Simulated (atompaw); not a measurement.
**Pseudopotential generation for La: PAW (atompaw), PBE**

Aim: build the potential from the settings below, then test how well it stands in for the atom: scattering, ghost states and the plane-wave cutoff that it needs.

The numbers are computed with atompaw 4.2.0.5 (PBE, scalar-relativistic, spin-unpolarised reference atom).

### 1 Settings

Typed settings, in words:

| Property | Result |
| --- | --- |
| element | lanthanum (La, Z = 57) |
| type | PAW |
| frozen core | [Kr] 4d10 5s2 |
| valence charge | 9 |
| reference configuration | 4f0 5p6 5d1 6s1 6p0 (charge +1) |
| partial waves | 6s (bound): rc 3.00 bohr; 6s channel at 0.35 Ry: rc 3.00 bohr; 5p (bound): rc 2.50 bohr; 6p (bound, empty): rc 2.70 bohr; 5d (bound): rc 3.00 bohr; 5d channel at 0.45 Ry: rc 3.00 bohr; 4f (bound, empty): rc 1.45 bohr; 4f channel at 0.2 Ry: rc 1.45 bohr |
| local potential | vpsmatchnc scheme with l = 4 at 0.5 Ry, radius 2.80 bohr |
| core correction | smooth core density matched at 2.05 bohr |
| augmentation charge | sinc compensation charge, radius 2.85 bohr; PAW radius 3.00 bohr; waves and projectors: custom polynom2 7 10 vanderbiltortho |

The outer shells as boxes (Hund's rule for the drawing; the calculation is spin-unpolarised):

```
[Kr] core
4d [↑↓][↑↓][↑↓][↑↓][↑↓]
5s [↑↓]
4f [  ][  ][  ][  ][  ][  ][  ]
5p [↑↓][↑↓][↑↓]
5d [↑ ][  ][  ][  ][  ]
6s [↑ ]
6p [  ][  ][  ]
```

An earlier all-electron run gives the scale for the radii.

All-electron outer shells of the reference configuration (PBE, scalar-relativistic, ld1.x):

```json
{"shell": "4d", "level (eV)": "-109.70", "outermost node (bohr)": "0.32", "outermost maximum (bohr)": "0.68"}
{"shell": "5s", "level (eV)": "-44.74", "outermost node (bohr)": "0.77", "outermost maximum (bohr)": "1.41"}
{"shell": "5p", "level (eV)": "-28.20", "outermost node (bohr)": "0.83", "outermost maximum (bohr)": "1.58"}
{"shell": "4f", "level (eV)": "-10.17", "outermost node (bohr)": "–", "outermost maximum (bohr)": "0.75"}
{"shell": "5d", "level (eV)": "-8.51", "outermost node (bohr)": "0.95", "outermost maximum (bohr)": "2.19"}
{"shell": "6s", "level (eV)": "-8.34", "outermost node (bohr)": "1.85", "outermost maximum (bohr)": "3.60"}
{"shell": "6p", "level (eV)": "-5.40", "outermost node (bohr)": "2.17", "outermost maximum (bohr)": "4.46"}
```

### 2 Generating the potential

File La.input:

```
La 57
GGA-PBE scalarrelativistic loggrid 2001 logderivrange -4 5 226
6 6 5 4 0 0
6 0 1
6 1 0
5 2 1
4 3 0
0 0 0
c
c
c
c
c
v
c
c
c
v
v
c
c
v
v
3
3.00 2.85 2.80 2.05
y
0.35
n
n
y
0.45
n
y
0.2
n
custom polynom2 7 10 vanderbiltortho sinc
4 0.5 vpsmatchnc
3.00
3.00
2.50
2.70
3.00
3.00
1.45
1.45
PWSCFOUT
UPFDX 0.0125d0 UPFXMIN -7.d0 UPFZMESH 57.d0
END
```

Command:

```bash
atompaw < La.input > La.log
```

**Question.** What will these runs give? Wanted: cutoffs for 10 and 1 mRy, occupied levels; bound ghosts; largest phase difference near zero energy, channels read; lowest eigenvalue of the overlap; share of valence orbitals outside the PAW sphere; UPF file.

**Answer**, as computed:

| quantity | value |
| --- | --- |
| cutoffs for 10 and 1 mRy, occupied levels | 30 Ry and 60 Ry |
| bound ghosts | s at -78.78 eV |
| largest phase difference near zero energy, channels read | 0.253 rad |
| lowest eigenvalue of the overlap (Bessel basis) | 0.333 (s) |
| share of valence orbitals outside the PAW sphere | 6s 80 %, 5p 4 %, 6p 92 %, 5d 35 %, 4f 2 % |
| UPF file | written |

What this shows: It has a bound ghost (s), a state that the atom doesn't have, and that rules the file out. By its cutoff, 30 Ry for the looser tolerance, it is soft on the atom at that tolerance. The slowest occupied level is 5p: taken alone it needs 35 Ry to come within 1 mRy, against 21 Ry for 5d. That counts occupied waves only; other projectors can need more. Near zero energy the largest phase difference among the channels read is 0.25 rad, in the p channel.
